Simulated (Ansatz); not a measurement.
# CH3NSi: interaction energy of a dimer with the counterpoise correction from a Python script

How strongly do two molecules of CH3NSi bind, and how much of that is basis error? A script is to give the interaction energy of a dimer with the counterpoise correction; the system is CH3NSi.

All numbers are computed with Ansatz 0.2.0 through its Python package. Level of theory: Hartree-Fock/cc-pVDZ.

## (1) Starting point

Bond lengths: C1–N2 1.212 Å, C1–Si3 1.768 Å, N2–Si3 1.829 Å, C1–H4 1.038 Å, Si3–H5 1.503 Å, Si3–H6 1.503 Å. Angles: C1–N2–Si3 67.6°, N2–C1–Si3 73.0°, N2–C1–H4 138.0°, Si3–C1–H4 148.9°, C1–Si3–N2 39.3°, C1–Si3–H5 119.1°, C1–Si3–H6 120.2°, N2–Si3–H5 104.6°, N2–Si3–H6 105.1°, H5–Si3–H6 115.4°.

No structure file is read: the coordinates are typed or built in the script.

## (2) The code

dimer.py

```python
# -*- coding: utf-8 -*-
"""Binding of a CH3NSi dimer at a trial geometry."""

import ansatz as az

FIRST = [
    ("C", (-0.4188, -0.9706, -0.1109)),
    ("N", (0.7306, -0.8855, 0.2646)),
    ("Si", (-0.032, 0.7527, -0.0204)),
    ("H", (-1.1021, -1.7176, -0.3389)),
    ("H", (0.801, 1.3737, -1.1058)),
    ("H", (0.0214, 1.4474, 1.3113)),
]
SECOND = [
    ("C", (2.4445, 0.8027, 2.4476)),
    ("N", (1.9926, 1.5715, 3.2686)),
    ("Si", (2.8235, 0.1367, 4.0415)),
    ("H", (2.4814, 0.712, 1.4145)),
    ("H", (1.7405, -0.5511, 4.8236)),
    ("H", (3.9382, 0.7235, 4.8613)),
]

def energy(atoms, ghosts=()):
    molecule = az.Crystal.molecule()
    for symbol, xyz in atoms:
        molecule = molecule.atom(symbol, xyz)
    calc = (
        molecule.calculation()
        .basis(gaussian="cc-pVDZ")
        .functional("hf")
    )
    deck = calc.input()
    if ghosts:
        deck = deck.set(az.key.basis.gaussian.ghost_atoms, [{"symbol": s, "position_ang": list(xyz)} for s, xyz in ghosts])
    return az.Session.from_dict(deck).plan().execute().report["free_energy_ev"]

# ghost atoms carry the functions of the partner
both = energy(FIRST + SECOND)
alone = energy(FIRST) + energy(SECOND)
ghosted = energy(FIRST, SECOND) + energy(SECOND, FIRST)
print(f"dimer {both:.6f} eV")
print(f"interaction, uncorrected   {96.485332 * (both - alone):8.3f} kJ/mol")
print(f"interaction, counterpoise  {96.485332 * (both - ghosted):8.3f} kJ/mol")
print(f"basis-set superposition    {96.485332 * (alone - ghosted):8.3f} kJ/mol")
```

## (3) The input behind the calls

The package turns the script's settings into the engine's input (first run):

```yaml
crystal:
  periodic: [false, false, false]
  atoms:
    - { symbol: C, position_ang: [-0.4188, -0.9706, -0.1109] }
    - { symbol: "N", position_ang: [0.7306, -0.8855, 0.2646] }
    - { symbol: Si, position_ang: [-0.032, 0.7527, -0.0204] }
    - { symbol: H, position_ang: [-1.1021, -1.7176, -0.3389] }
    - { symbol: H, position_ang: [0.801, 1.3737, -1.1058] }
    - { symbol: H, position_ang: [0.0214, 1.4474, 1.3113] }
    - { symbol: C, position_ang: [2.4445, 0.8027, 2.4476] }
    - { symbol: "N", position_ang: [1.9926, 1.5715, 3.2686] }
    - { symbol: Si, position_ang: [2.8235, 0.1367, 4.0415] }
    - { symbol: H, position_ang: [2.4814, 0.712, 1.4145] }
    - { symbol: H, position_ang: [1.7405, -0.5511, 4.8236] }
    - { symbol: H, position_ang: [3.9382, 0.7235, 4.8613] }
basis:
  gaussian:
    orbitals: cc-pVDZ
hamiltonian:
  xc: hf
```

## (4) Running it

The run is started by

```bash
$ python dimer.py
```

**Question.** How large is the interaction at this pose, and how much of it is basis-set superposition?

As calculated:

```
                        quantity         value
 interaction energy, uncorrected  4.268 kJ/mol
interaction energy, counterpoise  7.777 kJ/mol
                   runs compared             5
```

In words: The pair is unbound at this geometry and level. Uncorrected it is 4.268 kJ/mol, with the counterpoise correction 7.777 kJ/mol; the difference, 3.51 kJ/mol, is the superposition error. The pose is repulsive. Reading the output:
- The dimer is a generated trial pose of unrelaxed monomers, not a minimum, so the figure is no binding energy, and the basis set is small.
- This level lacks the dispersion part of the attraction (electrostatics and induction are there), which can decide the sign where the interaction is weak.
